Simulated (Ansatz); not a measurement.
# CH7FSSi2, SMILES FC[SiH]([SiH3])S: energies of removing a hydrogen

With Ansatz 0.2.0, Python API.

Notebook, run cell by cell (the value of a cell's last expression is shown):

**Cell 1**
```python
import ansatz as az
```

**Cell 2**
```python
def total_energy(molecule, charge=0, unpaired=0):
    calc = molecule.calculation().basis(gaussian='6-31G').functional('pbe0', dispersion='d3bj')
    if charge:
        calc = calc.charge(charge)
    if unpaired:
        calc = calc.spin('collinear', total=unpaired)
    report = calc.run().report
    if report['published_state_doubts']:
        print('  doubts:', report['published_state_doubts'])
    return report['free_energy_ev']
```

**Cell 3**
```python
GEOMETRY = '''
F    -2.01710    1.01160    0.89230
C    -0.84110    1.50780    0.50050
Si   -0.08010    0.28180   -0.62690
Si    0.24270   -1.69210    0.53350
S     1.88820    1.01030   -1.25040
H    -0.25800    1.70220    1.41100
H    -0.96010    2.47660    0.01010
H    -0.79520    0.09350   -1.86870
H     0.92570   -2.66970   -0.24610
H     0.92600   -1.48940    1.82510
H    -1.16560   -2.29470    0.88620
H     2.21160    0.00700   -2.03270
'''

def without(molecule, index):
    rest = az.Crystal.molecule()
    for i, site in enumerate(molecule.cartesian_sites):
        if i != index:
            rest = rest.atom(site.symbol, site.position_ang)
    return rest
```

**Cell 4**
```python
molecule = az.Crystal.molecule()
for line in GEOMETRY.strip().splitlines():
    symbol, *xyz = line.split()
    molecule = molecule.atom(symbol, [float(v) for v in xyz])
```

**Cell 5**
```python
whole = total_energy(molecule, 0)
hydrogen = total_energy(az.Crystal.molecule().atom('H', (0, 0, 0)), 0, 1)
print(f'E(molecule) = {whole:.5f} eV, E(H) = {hydrogen:.5f} eV')
for index in [6, 7, 10]:
    radical = total_energy(without(molecule, index), 0, 1)
    print(f'H{index}: homolysis {23.060548 * (radical + hydrogen - whole):.1f} kcal/mol')
    anion = total_energy(without(molecule, index), -1)
    print(f'H{index}: loss of a proton {23.060548 * (anion - whole):.1f} kcal/mol')
```
Output:
```text
E(molecule) = -30439.44699 eV, E(H) = -13.58146 eV
H6: homolysis 104.6 kcal/mol
H6: loss of a proton 405.3 kcal/mol
H7: homolysis 82.3 kcal/mol
H7: loss of a proton 368.2 kcal/mol
H10: homolysis 83.9 kcal/mol
H10: loss of a proton 372.5 kcal/mol
```

These settings explore the input space; basis and method may be short of convergence. The geometry is a force-field or estimated start, not a minimum of this method, and the basis set is short of its limit. All parts are taken at fixed geometry, without zero-point energy. Anions want diffuse functions, which this basis lacks. Hardware and time: 33 s on 1 thread of Arm Neoverse V1, with other jobs on the host, peak memory 0.28 GiB.
